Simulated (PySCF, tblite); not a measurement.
# C5H12B2OSi: geometry, infrared bands and NMR shifts

What infrared bands and NMR shifts should C5H12B2OSi (`B[Si@@]1(B(C)C)COC1=C`) show?

Computed with tblite 0.8.0 and PySCF 2.14.0, with density-fitted response routines of our own, on a single molecule in the gas phase. Atoms count from 0, in the outputs and in this text.

## 1. The starting structure

21 atoms, charge 0, multiplicity 1; geometry from: force field or distance geometry start.

Bonds of the start (Å): B0–Si1 1.91, Si1–B2 1.94, B2–C3 1.60, B2–C4 1.58, Si1–C5 1.86, C5–O6 1.43, O6–C7 1.41, C7–C8 1.33, C7–Si1 1.81, B0–H9 1.19, B0–H10 1.18, C3–H11 1.11, C3–H12 1.10, C3–H13 1.11, C4–H14 1.12, C4–H15 1.11, C4–H16 1.11, C5–H17 1.11, C5–H18 1.10, C8–H19 1.08, C8–H20 1.07.

## 2. Optimising the geometry with GFN2-xTB

Job settings and geometry (Å):

```
{"job": {"kind": "relax", "xc": "GFN2-xTB", "basis": "xTB"}, "charge": 0, "multiplicity": 1}
B      0.064700     2.111000    -1.217300
Si    -0.409500     0.646000    -0.084500
B      1.053000    -0.411500     0.614000
C      2.343000     0.404200     1.094200
C      1.356900    -1.780400    -0.117100
C     -1.788000     1.023700     1.102600
O     -2.652700     0.700700     0.007600
C     -1.866000    -0.343000    -0.514200
C     -2.179300    -1.512500    -1.075100
H      0.390500     3.127400    -0.693000
H     -0.144400     2.160500    -2.372900
H      3.080500     0.266300     0.277800
H      2.069800     1.458000     1.269600
H      2.794600    -0.040400     2.004800
H      1.143400    -1.594300    -1.198800
H      0.694400    -2.606500     0.228000
H      2.429600    -2.050200    -0.046000
H     -1.881800     0.255000     1.892200
H     -1.939100     2.074900     1.384000
H     -1.351900    -2.122500    -1.391200
H     -3.216400    -1.749300    -1.165200
```

Started as:

```
$ OMP_NUM_THREADS=1 python probes_run.py task.json out
```

One launch serves the whole session: the jobs run in the order shown.

**Question.** This job is followed by: GFN2-xTB harmonic vibrations, gas phase; GIAO PBE0/pcSseg-1 NMR shielding, non-relativistic, gas phase. Predict these results of the whole session: strongest single infrared mode (GFN2-xTB); zero-point energy (GFN2-xTB); 13C shifts against TMS (PBE0/pcSseg-1, means over atoms taken as alike); 1H shifts against TMS (PBE0/pcSseg-1, means over atoms taken as alike); 11B shifts against BF3·OEt2 (PBE0/pcSseg-1); 29Si shifts against TMS (PBE0/pcSseg-1); 17O shifts against H2O (PBE0/pcSseg-1); surface potential, 1st and 99th percentile.

As calculated:

```
                                                               quantity                                    value
                              strongest single infrared mode (GFN2-xTB)                    1087 cm⁻¹, 153 km/mol
                                           zero-point energy (GFN2-xTB)                            99.6 kcal/mol
13C shifts against TMS (PBE0/pcSseg-1, means over atoms taken as alike)             183.1, 100.3, 70.7, 23.5 ppm
 1H shifts against TMS (PBE0/pcSseg-1, means over atoms taken as alike)  10.58, 5.02, 4.85, 4.63, 4.33, 1.58 ppm
                            11B shifts against BF3·OEt2 (PBE0/pcSseg-1)                         111.0, 107.0 ppm
                                29Si shifts against TMS (PBE0/pcSseg-1)                                  1.6 ppm
                                 17O shifts against H2O (PBE0/pcSseg-1)                                186.5 ppm
                                  surface potential, 1st and 99th percentile                       -1.51 V and 1.51 V
```

In words: The optimisation took 113 steps and gained 1.318 eV; among the close pairs (by a distance rule), Si1–C7 changed most, from 1.812 to 1.928 Å. All 57 modes are real, so the xTB geometry is a minimum. The strongest single mode, at 1087 cm⁻¹, moves mainly B2. GFN2-xTB is a fitted tight-binding method: band positions and strengths are rough. Its intensities can rank the bands wrongly. C7 (alkene carbon bearing oxygen) lies farthest downfield among carbon, at 183.1 ppm; an sp2 carbon further deshielded by the attached heteroatom. At PBE0/pcSseg-1: The largest span, 283 ppm, is at B0, where the paramagnetic term is -208 ppm. By nearest atom (PBE0/pcSseg-1), the HOMO sits on C8 35 %; O6 26 % and the LUMO on B0 48 %; H9, H10 about 11 % each.
